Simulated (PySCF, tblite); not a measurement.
# C6H5F2NO: a rotation path, then NMR shifts on frames, part 1 of 2

Aim: move C6H5F2NO (`FC(F)Oc1ccccn1`) away from its starting geometry and see how NMR shifts follow the geometry.

Computed with tblite 0.8.0 and PySCF 2.14.0, with density-fitted response routines of our own, on a single molecule in the gas phase. Atoms are numbered from 0 throughout.

## Step 1: The molecule as given

15 atoms, charge 0, multiplicity 1; geometry from: GFN2-xTB.

Bonds of the start (Å): F0–C1 1.35, C1–F2 1.35, C1–O3 1.36, O3–C4 1.37, C4–C5 1.39, C5–C6 1.38, C6–C7 1.39, C7–C8 1.38, C8–N9 1.33, N9–C4 1.32, C1–H10 1.10, C5–H11 1.08, C6–H12 1.08, C7–H13 1.08, C8–H14 1.08.

## Step 2: A band between two rotamers with GFN2-xTB

The job: settings as JSON, then the geometry in Å.

```
{"job": {"kind": "neb", "xc": "GFN2-xTB", "basis": "xTB", "atoms": [0, 1, 3, 4], "turn": 120}, "charge": 0, "multiplicity": 1}
F      3.373389    -0.080425     1.202327
C      2.612284     0.300104     0.156037
F      3.456127     0.402699    -0.890773
O      1.682446    -0.655785    -0.103251
C      0.355472    -0.309083    -0.062410
C     -0.567706    -1.314422    -0.344592
C     -1.906661    -0.978961    -0.308639
C     -2.271491     0.325921     0.003699
C     -1.268252     1.238303     0.266654
N      0.021531     0.929467     0.234450
H      2.178696     1.290614     0.368515
H     -0.221228    -2.306322    -0.579277
H     -2.658747    -1.723571    -0.522172
H     -3.307367     0.621486     0.041240
H     -1.482906     2.267964     0.516282
```

Level: GFN2-xTB climbing-image nudged elastic band, gas phase.

On the command line:

```
OMP_NUM_THREADS=1 python probes_run.py task.json out
```

This one command runs all jobs of the session in turn.

Log:

```text
image   E - E0 / eV
  0      -0.0000
  1       0.0015
  2       0.0149
  3       0.0782
  4       0.1863
  5       0.2395
  6       0.1645
  7       0.0568
  8       0.0052
```

Run time: 13 s. Hardware: 1 thread of Intel Xeon at 2.50GHz, shared host; peak memory 0.18 GiB.

The final band, with the dihedral F0–C1–O3–C4:

| image | dihedral (°) | energy (eV) | energy (kcal/mol) |
| --- | --- | --- | --- |
| 0 | 122 | 0.000 | 0.0 |
| 1 | 145 | 0.002 | 0.0 |
| 2 | 166 | 0.015 | 0.3 |
| 3 | 185 | 0.078 | 1.8 |
| 4 | 207 | 0.186 | 4.3 |
| 5 | 236 | 0.239 | 5.5 |
| 6 | 266 | 0.164 | 3.8 |
| 7 | 286 | 0.057 | 1.3 |
| 8 | 300 | 0.005 | 0.1 |

## Step 3: Shielding tensors: image 0, PBE0/pcSseg-1

The job: settings as JSON, then the geometry in Å.

```
{"job": {"kind": "nmr", "xc": "PBE0", "basis": "pcSseg-1", "pop": false}, "charge": 0, "multiplicity": 1}
F      3.373400    -0.080400     1.202300
C      2.612300     0.300100     0.156000
F      3.456100     0.402700    -0.890800
O      1.682400    -0.655800    -0.103300
C      0.355500    -0.309100    -0.062400
C     -0.567700    -1.314400    -0.344600
C     -1.906700    -0.979000    -0.308600
C     -2.271500     0.325900     0.003700
C     -1.268300     1.238300     0.266700
N      0.021500     0.929500     0.234400
H      2.178700     1.290600     0.368500
H     -0.221200    -2.306300    -0.579300
H     -2.658700    -1.723600    -0.522200
H     -3.307400     0.621500     0.041200
H     -1.482900     2.268000     0.516300
```

Method: GIAO PBE0/pcSseg-1 NMR shielding, non-relativistic, gas phase.

Log:

```text
coarse grid: 13936 points
cycle   1  E = -560.4425601109  dE =  2.000e+00  |g| = 8.732e-01  |ddm| = 3.700e+00
cycle   2  E = -560.3366148851  dE =  1.059e-01  |g| = 1.213e+00  |ddm| = 1.109e+00
cycle   3  E = -560.5758212201  dE = -2.392e-01  |g| = 7.320e-02  |ddm| = 6.421e-01
cycle   4  E = -560.5761742773  dE = -3.531e-04  |g| = 6.167e-02  |ddm| = 1.233e-01
cycle   5  E = -560.5770342107  dE = -8.599e-04  |g| = 1.141e-02  |ddm| = 5.752e-02
cycle   6  E = -560.5770622236  dE = -2.801e-05  |g| = 3.846e-03  |ddm| = 1.257e-02
cycle   7  E = -560.5770657427  dE = -3.519e-06  |g| = 7.564e-04  |ddm| = 3.761e-03
final grid: 139520 points
cycle   8  E = -560.6575595379  dE = -4.511e-05  |g| = 1.034e-02  |ddm| = 3.582e-02
cycle   9  E = -560.6575400286  dE =  1.951e-05  |g| = 1.486e-02  |ddm| = 1.652e-02
cycle  10  E = -560.6575797695  dE = -3.974e-05  |g| = 1.557e-03  |ddm| = 9.600e-03
cycle  11  E = -560.6575802686  dE = -4.991e-07  |g| = 4.459e-04  |ddm| = 1.511e-03
cycle  12  E = -560.6575803017  dE = -3.306e-08  |g| = 1.536e-04  |ddm| = 4.092e-04
cycle  13  E = -560.6575803066  dE = -4.995e-09  |g| = 4.905e-05  |ddm| = 1.609e-04
cycle  14  E = -560.6575803072  dE = -5.477e-10  |g| = 1.720e-05  |ddm| = 5.158e-05
converged SCF energy = -560.6575803072

GIAO shielding tensors (ppm)
atom      isotropic    diamagn.    paramagn.     s11        s22        s33       span
  0 F      280.497     468.526    -188.029    177.656    310.826    353.008    175.352
  1 C       67.568     242.892    -175.324     48.735     69.205     84.765     36.029
  2 F      280.811     468.457    -187.646    177.937    311.721    352.773    174.836
  3 O      143.697     400.490    -256.794     75.544    148.540    207.006    131.462
  4 C       19.529     252.654    -233.125    -76.194     37.141     97.639    173.833
  5 C       70.367     253.965    -183.598    -18.055     59.469    169.686    187.741
  6 C       40.474     252.337    -211.863    -74.111     16.322    179.212    253.323
  7 C       62.817     257.742    -194.925    -46.982     55.984    179.450    226.433
  8 C       33.418     248.901    -215.483    -69.828     24.647    145.434    215.263
  9 N      -32.231     336.194    -368.425   -276.345   -101.293    280.944    557.289
 10 H       22.942      28.223      -5.281     18.061     22.892     27.873      9.812
 11 H       24.609      31.169      -6.560     20.620     24.787     28.421      7.801
 12 H       23.650      29.759      -6.109     20.701     23.588     26.662      5.961
 13 H       24.505      30.105      -5.600     22.037     24.543     26.937      4.900
 14 H       23.204      29.908      -6.704     18.771     24.402     26.440      7.669
```

It took 85 s on 1 thread of Intel Xeon at 2.50GHz, shared host; peak memory 1 GiB.

Shifts follow as δ = σ(reference) − σ, with reference shieldings (ppm) from runs at the same level and on the same kind of geometry: ¹H TMS 31.72, ¹³C TMS 186.9, ¹⁹F CFCl3 170.9, ¹⁵N NH3 267.7, ¹⁷O H2O 336.1. The references are single molecules in the gas phase, so shifts against H2O, NH3, PH3, H3PO4 or CFCl3 are not on the usual liquid scales and can be off by tens of ppm. Each atom is listed at this fixed geometry, with no averaging over motion; a spectrum would average atoms that exchange fast.

| atoms | environment | σ (ppm) | δ (ppm) |
| --- | --- | --- | --- |
| C4 | aromatic carbon bearing oxygen | 19.5 | 167.4 |
| C8 | aromatic CH next to a ring nitrogen | 33.4 | 153.5 |
| C6 | aromatic CH | 40.5 | 146.5 |
| C7 | aromatic CH | 62.8 | 124.1 |
| C1 | sp3 CH bonded to 2 F and O | 67.6 | 119.4 |
| C5 | aromatic CH | 70.4 | 116.6 |
| H10 | hydrogen on an sp3 CH bonded to 2 F and O | 22.94 | 8.77 |
| H14 | hydrogen on an aromatic CH next to a ring nitrogen | 23.20 | 8.51 |
| H12 | hydrogen on an aromatic CH | 23.65 | 8.07 |
| H13 | hydrogen on an aromatic CH | 24.51 | 7.21 |
| H11 | hydrogen on an aromatic CH | 24.61 | 7.11 |
| F0 | fluorine of a CF2 group | 280.5 | -109.6 |
| F2 | fluorine of a CF2 group | 280.8 | -109.9 |
| O3 | ether oxygen | 143.7 | 192.4 |
| N9 | pyridine-type ring nitrogen | -32.2 | 300.0 |

Ring of atoms C4, C5, C6, C7, C8, N9: NICS(0) -7.9, NICS(1) -10.6, NICS(1)zz -26.2 ppm (means of both faces).

Orbitals, density, ELF and potential are computed afterwards from the orbital file.

Frontier orbitals at PBE0/pcSseg-1, with the share of their density that lies nearest to each atom:

| orbital | energy (eV) | lies on |
| --- | --- | --- |
| HOMO | -7.62 | C5, C7 about 20 % each; O3 15 %; C4, C8 about 15 % each |
| LUMO | -1.26 | C6 24 %; N9 20 %; C5, C8 about 16 % each |

ELF in a plane through or near 13 of the atoms.

Values, 10 rows by 14 columns:
```
0.00 0.00 0.00 0.00 0.00 0.00 0.00 0.00 0.00 0.00 0.00 0.00 0.00 0.00
0.00 0.00 0.00 0.00 0.00 0.00 0.00 0.00 0.04 0.00 0.00 0.00 0.00 0.00
0.00 0.00 0.00 0.00 0.00 0.00 0.03 0.08 1.00 0.96 0.01 0.00 0.00 0.00
0.00 0.00 0.00 0.14 0.99 0.07 0.91 0.39 0.70 0.43 0.27 0.80 0.00 0.00
0.00 0.00 0.01 0.14 0.99 0.14 0.77 0.47 0.52 0.46 0.96 0.99 0.09 0.00
0.00 0.00 0.03 0.26 0.40 0.68 0.16 0.43 0.11 0.88 0.46 0.03 0.00 0.00
0.00 0.00 0.00 0.01 0.57 0.89 0.11 0.45 0.37 0.59 1.00 0.80 0.00 0.00
0.00 0.00 0.00 0.00 0.09 0.16 0.12 1.00 0.89 0.05 0.95 0.34 0.00 0.00
0.00 0.00 0.00 0.00 0.00 0.00 0.04 0.82 0.35 0.00 0.00 0.00 0.00 0.00
0.00 0.00 0.00 0.00 0.00 0.00 0.00 0.00 0.00 0.00 0.00 0.00 0.00 0.00
```
The map spans 12.1 Å across and 10.1 Å up, centred on the molecule. Atoms in the plane (x, y in Å): C1 (-2.6, 0.1), O3 (-1.6, -0.8), C4 (-0.3, -0.3), C5 (0.7, -1.3), C6 (2.0, -0.9), C7 (2.2, 0.5), C8 (1.2, 1.4), N9 (-0.1, 1.0), H10 (-2.3, 1.1), H11 (0.4, -2.3), H12 (2.8, -1.6), H13 (3.2, 0.9), H14 (1.3, 2.4).

On the surface of density 0.002 e/bohr³ the electrostatic potential runs, from the 1st to the 99th percentile, from -0.97 V near F0 to 1.31 V near H12.

## Step 4: Nuclear shieldings: image 2, PBE0/pcSseg-1

The job: settings as JSON, then the geometry in Å.

```
{"job": {"kind": "nmr", "xc": "PBE0", "basis": "pcSseg-1", "pop": false}, "charge": 0, "multiplicity": 1}
F      3.756800    -0.301200     0.562400
C      2.589400     0.280300     0.255800
F      2.807000     0.994000    -0.870500
O      1.681900    -0.711400     0.047900
C      0.360700    -0.347400     0.008500
C     -0.575100    -1.353600    -0.224000
C     -1.903300    -0.981800    -0.291400
C     -2.242700     0.356300    -0.125200
C     -1.229100     1.263000     0.117900
N      0.051100     0.920500     0.184200
H      2.307900     0.987400     1.055200
H     -0.246500    -2.371400    -0.346200
H     -2.666500    -1.723300    -0.474800
H     -3.269000     0.680800    -0.184300
H     -1.427200     2.315800     0.262600
```

With the program's defaults for keys left out, this is: GIAO PBE0/pcSseg-1 NMR shielding, non-relativistic, gas phase.

Log:

```text
coarse grid: 13936 points
cycle   1  E = -560.4435407163  dE =  2.007e+00  |g| = 8.736e-01  |ddm| = 3.712e+00
cycle   2  E = -560.3392881249  dE =  1.043e-01  |g| = 1.211e+00  |ddm| = 1.120e+00
cycle   3  E = -560.5770811171  dE = -2.378e-01  |g| = 7.472e-02  |ddm| = 6.494e-01
cycle   4  E = -560.5774996559  dE = -4.185e-04  |g| = 6.090e-02  |ddm| = 1.239e-01
cycle   5  E = -560.5783350477  dE = -8.354e-04  |g| = 1.173e-02  |ddm| = 5.709e-02
cycle   6  E = -560.5783649141  dE = -2.987e-05  |g| = 3.895e-03  |ddm| = 1.297e-02
cycle   7  E = -560.5783685271  dE = -3.613e-06  |g| = 7.523e-04  |ddm| = 3.821e-03
final grid: 139520 points
cycle   8  E = -560.6582586452  dE = -4.561e-05  |g| = 1.052e-02  |ddm| = 3.544e-02
cycle   9  E = -560.6582379742  dE =  2.067e-05  |g| = 1.521e-02  |ddm| = 1.661e-02
cycle  10  E = -560.6582794255  dE = -4.145e-05  |g| = 1.559e-03  |ddm| = 9.746e-03
cycle  11  E = -560.6582799246  dE = -4.991e-07  |g| = 4.413e-04  |ddm| = 1.507e-03
cycle  12  E = -560.6582799568  dE = -3.220e-08  |g| = 1.569e-04  |ddm| = 4.196e-04
cycle  13  E = -560.6582799621  dE = -5.286e-09  |g| = 5.016e-05  |ddm| = 1.646e-04
cycle  14  E = -560.6582799627  dE = -5.684e-10  |g| = 1.727e-05  |ddm| = 5.229e-05
converged SCF energy = -560.6582799627

GIAO shielding tensors (ppm)
atom      isotropic    diamagn.    paramagn.     s11        s22        s33       span
  0 F      291.062     466.046    -174.984    191.403    324.708    357.075    165.672
  1 C       65.540     238.841    -173.301     47.570     69.061     79.988     32.418
  2 F      268.088     472.247    -204.159    184.536    267.701    352.027    167.491
  3 O      140.238     400.609    -260.372     82.869    152.752    185.092    102.223
  4 C       19.198     253.292    -234.094    -75.385     35.593     97.387    172.772
  5 C       70.585     253.772    -183.187    -18.966     59.680    171.040    190.005
  6 C       41.102     252.369    -211.266    -73.359     17.223    179.442    252.802
  7 C       63.122     257.817    -194.696    -47.626     56.798    180.193    227.819
  8 C       32.907     249.168    -216.262    -70.947     24.100    145.568    216.515
  9 N      -40.620     336.512    -377.132   -287.648   -109.203    274.990    562.639
 10 H       23.865      27.725      -3.860     20.387     24.220     26.988      6.601
 11 H       24.570      31.135      -6.565     20.605     24.717     28.389      7.784
 12 H       23.651      29.784      -6.133     20.661     23.653     26.640      5.979
 13 H       24.490      30.204      -5.714     21.976     24.509     26.985      5.009
 14 H       23.151      30.063      -6.912     18.744     24.210     26.500      7.756
```

Wall time 66 s (1 thread of Intel Xeon at 2.50GHz, shared host); peak memory 0.87 GiB.

Key values: δ C4 167.7, C8 154.0, C6 145.8, C7 123.8, H14 8.57, H12 8.07 ppm.

(Continued in part 2 of 2.)
